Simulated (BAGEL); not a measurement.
**triplet BGeH3Cl2 at 6 levels**

We compute a comparison of 6 runs (UHF/STO-3G, UHF/3-21G, ROHF/6-31G*, UHF/6-31G*, ROHF/cc-pVDZ, UHF/cc-pVDZ) of triplet BGeH3Cl2. 

The calculation is run with BAGEL 1.2.2.

### 1 The molecule

The species is BGeH3Cl2 (7 atoms), meant as a triplet with charge 0. As SMILES of the parent species, `Cl[B](Cl)[GeH3]`. The coordinates come from a PBE0-D4/def2-TZVP relaxation. That shape belongs to the parent species and isn't relaxed for this state.

Bond lengths: Cl1–B2 1.741 Å, B2–Cl3 1.743 Å, B2–Ge4 2.068 Å, Ge4–H5 1.538 Å, Ge4–H6 1.538 Å, Ge4–H7 1.535 Å. Angles: Cl1–B2–Cl3 118.5°, Cl1–B2–Ge4 121.7°, Cl3–B2–Ge4 119.8°, B2–Ge4–H5 109.4°, B2–Ge4–H6 109.3°, B2–Ge4–H7 111.8°, H5–Ge4–H6 107.9°, H5–Ge4–H7 109.2°, H6–Ge4–H7 109.2°.

### 2 A single-point energy at UHF/STO-3G (density fitting with cc-pvqz-jkfit) (run 1)

Contents of input.json:

```json
{ "bagel" : [

{
  "title" : "molecule",
  "basis" : "sto-3g",
  "df_basis" : "cc-pvqz-jkfit",
  "angstrom" : "true",
  "geometry" : [
    { "atom" : "Cl", "xyz" : [       1.749500,      -1.428200,       1.208700 ] },
    { "atom" : "B", "xyz" : [       0.206400,      -1.021900,       0.511500 ] },
    { "atom" : "Cl", "xyz" : [      -1.082400,      -2.191800,       0.604700 ] },
    { "atom" : "Ge", "xyz" : [      -0.123100,       0.798500,      -0.412200 ] },
    { "atom" : "H", "xyz" : [      -0.556200,       0.560600,      -1.868300 ] },
    { "atom" : "H", "xyz" : [      -1.266100,       1.534300,       0.306700 ] },
    { "atom" : "H", "xyz" : [       1.133300,       1.680500,      -0.396700 ] }
  ]
},

{ "title" : "uhf", "nopen" : 2 },

{ "title" : "print", "file" : "orbitals.molden", "orbitals" : "true" }

]}
```

Started as:

```bash
BAGEL_NUM_THREADS=1 BAGEL input.json > input.out
```

What it wrote:

```text
* using 1 threads per process

  ===============================================================
  ===============================================================

  *** Geometry ***

  { "atom" : "Cl", "xyz" : [      3.306076,     -2.698907,      2.284112 ] },
  { "atom" : "B", "xyz" : [      0.390039,     -1.931111,      0.966595 ] },
  { "atom" : "Cl", "xyz" : [     -2.045440,     -4.141902,      1.142717 ] },
  { "atom" : "Ge", "xyz" : [     -0.232625,      1.508946,     -0.778945 ] },
  { "atom" : "H", "xyz" : [     -1.051066,      1.059380,     -3.530575 ] },
  { "atom" : "H", "xyz" : [     -2.392582,      2.899407,      0.579579 ] },
  { "atom" : "H", "xyz" : [      2.141627,      3.175685,     -0.749654 ] },

  Number of auxiliary basis functions:      773

  Since a DF basis is specified, we compute 2- and 3-index integrals:
    o Being stored without compression. Storage requirement is 0.012 GB

  Number of basis functions:       44
  Number of electrons      :       74

    * METHOD: MOLECULE                             0.45

  *** Open-shell HF ***

  === Nuclear Repulsion ===
   367.1284558845

      * DIIS with orbital gradients will be used.

  === UHF iteration (sto-3g) ===
      0      -2986.86803016          0.01423740           0.25
      1      -2986.93117502          0.00454171           0.29
      2      -2986.93743426          0.00140883           0.19
      3      -2986.93832011          0.00057107           0.19
      4      -2986.93857852          0.00011479           0.26
      5      -2986.93860921          0.00002107           0.18
      6      -2986.93861097          0.00000656           0.18
      7      -2986.93861115          0.00000410           0.19
      8      -2986.93861123          0.00000176           0.21
      9      -2986.93861125          0.00000040           0.23
     10      -2986.93861125          0.00000015           0.24
     11      -2986.93861125          0.00000008           0.18
     12      -2986.93861125          0.00000004           0.31
     13      -2986.93861125          0.00000002           0.19
     14      -2986.93861125          0.00000001           0.18
    * SCF iteration converged.

    * S^2 (UHF) is 2.0100

    * Permanent dipole moment:
           (    0.260340,    -1.739697,     0.865854) a.u.

    * METHOD: UHF                                  3.47

    * METHOD: PRINT                                0.00

  ===============================================================
```

Wall time 5.1 s (1 thread of Intel Xeon 6975P-C (Granite Rapids), shared host); peak memory 0.12 GiB.

### 3 A single-point energy at UHF/3-21G (density fitting with cc-pvqz-jkfit) (run 2)

Changes to input.json since step 2:

```diff
@@ -4,3 +4,3 @@
   "title" : "molecule",
-  "basis" : "sto-3g",
+  "basis" : "3-21g",
   "df_basis" : "cc-pvqz-jkfit",
```

Started as:

```bash
BAGEL_NUM_THREADS=1 BAGEL input.json > input.out
```

What it wrote:

```text
* using 1 threads per process

  ===============================================================
  ===============================================================

  *** Geometry ***

  { "atom" : "Cl", "xyz" : [      3.306076,     -2.698907,      2.284112 ] },
  { "atom" : "B", "xyz" : [      0.390039,     -1.931111,      0.966595 ] },
  { "atom" : "Cl", "xyz" : [     -2.045440,     -4.141902,      1.142717 ] },
  { "atom" : "Ge", "xyz" : [     -0.232625,      1.508946,     -0.778945 ] },
  { "atom" : "H", "xyz" : [     -1.051066,      1.059380,     -3.530575 ] },
  { "atom" : "H", "xyz" : [     -2.392582,      2.899407,      0.579579 ] },
  { "atom" : "H", "xyz" : [      2.141627,      3.175685,     -0.749654 ] },

  Number of auxiliary basis functions:      773

  Since a DF basis is specified, we compute 2- and 3-index integrals:
    o Being stored without compression. Storage requirement is 0.025 GB

  Number of basis functions:       63
  Number of electrons      :       74

    * METHOD: MOLECULE                             0.58

  *** Open-shell HF ***

  === Nuclear Repulsion ===
   367.1284558845

      * DIIS with orbital gradients will be used.

  === UHF iteration (3-21g) ===
      0      -3006.03059578          0.01614591           0.31
      1      -3006.09166935          0.00818900           0.28
      2      -3006.10181521          0.00309277           0.26
      3      -3006.10415521          0.00099753           0.28
      4      -3006.10481904          0.00024642           0.40
      5      -3006.10492572          0.00008335           0.28
      6      -3006.10494024          0.00004052           0.28
      7      -3006.10494300          0.00001502           0.39
      8      -3006.10494324          0.00000472           0.27
      9      -3006.10494332          0.00000168           0.26
     10      -3006.10494333          0.00000071           0.38
     11      -3006.10494333          0.00000031           0.37
     12      -3006.10494333          0.00000016           0.33
     13      -3006.10494333          0.00000010           0.25
     14      -3006.10494333          0.00000004           0.25
     15      -3006.10494333          0.00000002           0.26
     16      -3006.10494333          0.00000001           0.27
    * SCF iteration converged.

    * S^2 (UHF) is 2.0138

    * Permanent dipole moment:
           (    0.213938,    -1.516475,     0.750264) a.u.

    * METHOD: UHF                                  5.36

    * METHOD: PRINT                                0.01

  ===============================================================
```

Wall time 6.9 s (1 thread of Intel Xeon 6975P-C (Granite Rapids), shared host); peak memory 0.15 GiB.

Runs 3 to 4 aren't shown in full; the table further down has their settings and results.

### 4 The energy at ROHF/cc-pVDZ (density fitting with cc-pvqz-jkfit) (run 5)

Contents of job.json:

```json
{ "bagel" : [

{
  "title" : "molecule",
  "basis" : "cc-pvdz.json",
  "df_basis" : "cc-pvqz-jkfit",
  "angstrom" : true,
  "geometry" : [
    { "atom" : "Cl", "xyz" : [       1.749500,      -1.428200,       1.208700 ] },
    { "atom" : "B", "xyz" : [       0.206400,      -1.021900,       0.511500 ] },
    { "atom" : "Cl", "xyz" : [      -1.082400,      -2.191800,       0.604700 ] },
    { "atom" : "Ge", "xyz" : [      -0.123100,       0.798500,      -0.412200 ] },
    { "atom" : "H", "xyz" : [      -0.556200,       0.560600,      -1.868300 ] },
    { "atom" : "H", "xyz" : [      -1.266100,       1.534300,       0.306700 ] },
    { "atom" : "H", "xyz" : [       1.133300,       1.680500,      -0.396700 ] }
  ]
},

{ "title" : "rohf", "nopen" : 2 },

{ "title" : "print", "file" : "orbitals.molden", "orbitals" : true }

]}
```

The basis set cc-pVDZ is read from a file made from the Basis Set Exchange's data (not shown).

Started as:

```bash
BAGEL_NUM_THREADS=1 BAGEL job.json > job.out
```

What it wrote:

```text
* using 1 threads per process

  ===============================================================
  ===============================================================

  *** Geometry ***

  { "atom" : "Cl", "xyz" : [      3.306076,     -2.698907,      2.284112 ] },
  { "atom" : "B", "xyz" : [      0.390039,     -1.931111,      0.966595 ] },
  { "atom" : "Cl", "xyz" : [     -2.045440,     -4.141902,      1.142717 ] },
  { "atom" : "Ge", "xyz" : [     -0.232625,      1.508946,     -0.778945 ] },
  { "atom" : "H", "xyz" : [     -1.051066,      1.059380,     -3.530575 ] },
  { "atom" : "H", "xyz" : [     -2.392582,      2.899407,      0.579579 ] },
  { "atom" : "H", "xyz" : [      2.141627,      3.175685,     -0.749654 ] },

  Number of auxiliary basis functions:      773

  Since a DF basis is specified, we compute 2- and 3-index integrals:
    o Being stored without compression. Storage requirement is 0.052 GB

  Number of basis functions:       92
  Number of electrons      :       74

    * METHOD: MOLECULE                             0.61

  *** Open-shell HF ***

  === Nuclear Repulsion ===
   367.1284558845

      * DIIS with orbital gradients will be used.

  === ROHF iteration (cc-pvdz.json) ===
      0      -3020.59557640          0.01346964           0.50
      1      -3020.66937860          0.00572016           0.46
      2      -3020.67974838          0.00238311           0.47
      3      -3020.68240777          0.00125797           0.41
      4      -3020.68327498          0.00048361           0.40
      5      -3020.68361277          0.00023328           0.41
      6      -3020.68370406          0.00005712           0.65
      7      -3020.68377909          0.00002246           0.43
      8      -3020.68378594          0.00000736           0.44
      9      -3020.68379099          0.00000214           0.50
     10      -3020.68379120          0.00000094           0.45
     11      -3020.68379121          0.00000039           0.49
     12      -3020.68379105          0.00000015           0.43
     13      -3020.68379103          0.00000007           0.40
     14      -3020.68379103          0.00000003           0.45
     15      -3020.68379104          0.00000001           0.37
     16      -3020.68379104          0.00000000           0.39
    * SCF iteration converged.

    * S^2 (ROHF) is 2.0000

    * Permanent dipole moment:
           (    0.176367,    -1.215111,     0.602834) a.u.

    * METHOD: ROHF                                 8.07

    * METHOD: PRINT                                0.01

  ===============================================================
```

Wall time 9.9 s (1 thread of Intel Xeon 6975P-C (Granite Rapids), shared host); peak memory 0.22 GiB.

### 5 A single-point energy at UHF/cc-pVDZ (density fitting with cc-pvqz-jkfit) (run 6)

Changes to job.json since step 4:

```diff
@@ -18,5 +18,12 @@
 
-{ "title" : "rohf", "nopen" : 2 },
+{
+  "title" : "uhf",
+  "nopen" : 2
+},
 
-{ "title" : "print", "file" : "orbitals.molden", "orbitals" : true }
+{
+  "title" : "print",
+  "file" : "orbitals.molden",
+  "orbitals" : true
+}
```

The basis set cc-pVDZ is read from a file made from the Basis Set Exchange's data (not shown).

Started as:

```bash
BAGEL_NUM_THREADS=1 BAGEL job.json > job.out
```

What it wrote:

```text
* using 1 threads per process

  ===============================================================
  ===============================================================

  *** Geometry ***

  { "atom" : "Cl", "xyz" : [      3.306076,     -2.698907,      2.284112 ] },
  { "atom" : "B", "xyz" : [      0.390039,     -1.931111,      0.966595 ] },
  { "atom" : "Cl", "xyz" : [     -2.045440,     -4.141902,      1.142717 ] },
  { "atom" : "Ge", "xyz" : [     -0.232625,      1.508946,     -0.778945 ] },
  { "atom" : "H", "xyz" : [     -1.051066,      1.059380,     -3.530575 ] },
  { "atom" : "H", "xyz" : [     -2.392582,      2.899407,      0.579579 ] },
  { "atom" : "H", "xyz" : [      2.141627,      3.175685,     -0.749654 ] },

  Number of auxiliary basis functions:      773

  Since a DF basis is specified, we compute 2- and 3-index integrals:
    o Being stored without compression. Storage requirement is 0.052 GB

  Number of basis functions:       92
  Number of electrons      :       74

    * METHOD: MOLECULE                             0.58

  *** Open-shell HF ***

  === Nuclear Repulsion ===
   367.1284558845

      * DIIS with orbital gradients will be used.

  === UHF iteration (cc-pvdz.json) ===
      0      -3020.59557640          0.01346964           0.48
      1      -3020.67432196          0.00559344           0.40
      2      -3020.68513351          0.00222606           0.48
      3      -3020.68731960          0.00111548           0.47
      4      -3020.68818293          0.00041393           0.41
      5      -3020.68835542          0.00021234           0.48
      6      -3020.68845433          0.00005907           0.43
      7      -3020.68846476          0.00002784           0.48
      8      -3020.68846736          0.00001020           0.49
      9      -3020.68846765          0.00000284           0.41
     10      -3020.68846769          0.00000128           0.42
     11      -3020.68846770          0.00000050           0.44
     12      -3020.68846770          0.00000026           0.42
     13      -3020.68846770          0.00000012           0.48
     14      -3020.68846770          0.00000005           0.47
     15      -3020.68846770          0.00000003           0.48
     16      -3020.68846770          0.00000002           0.54
     17      -3020.68846770          0.00000001           0.51
     18      -3020.68846770          0.00000000           0.50
    * SCF iteration converged.

    * S^2 (UHF) is 2.0151

    * Permanent dipole moment:
           (    0.179189,    -1.211285,     0.601916) a.u.

    * METHOD: UHF                                  9.14

    * METHOD: PRINT                                0.01

  ===============================================================
```

Wall time 11 s (1 thread of Intel Xeon 6975P-C (Granite Rapids), shared host); peak memory 0.22 GiB.

### 6 All runs side by side

```
run                                                                  level   energy (Eh)  dipole moment (D)   ⟨S²⟩  wall time
  1                        UHF/STO-3G (density fitting with cc-pvqz-jkfit)  -2986.938611               4.98  2.010      5.1 s
  2                         UHF/3-21G (density fitting with cc-pvqz-jkfit)  -3006.104943               4.33  2.014      6.9 s
  3  ROHF/6-31G* (density fitting with cc-pvqz-jkfit, spherical functions)  -3020.372119               3.91  2.000      8.7 s
  4   UHF/6-31G* (density fitting with cc-pvqz-jkfit, spherical functions)  -3020.376487               3.89  2.014      9.6 s
  5                      ROHF/cc-pVDZ (density fitting with cc-pvqz-jkfit)  -3020.683791               3.48  2.000      9.9 s
  6                       UHF/cc-pVDZ (density fitting with cc-pvqz-jkfit)  -3020.688468               3.47  2.015       11 s
```

### 7 Outcome

| quantity | value |
| --- | --- |
| run 6: total energy | -3020.68847 Eh |
| run 6: dipole moment | 3.47 D |
| run 6: ⟨S²⟩ | 2.015 |

In words: The dipole moment (its size) runs from 3.47 D (UHF/cc-pVDZ) to 4.98 D (UHF/STO-3G). In run 1 the basis is minimal, so the values are rough. All runs together took 51 s, the longest 11 s.
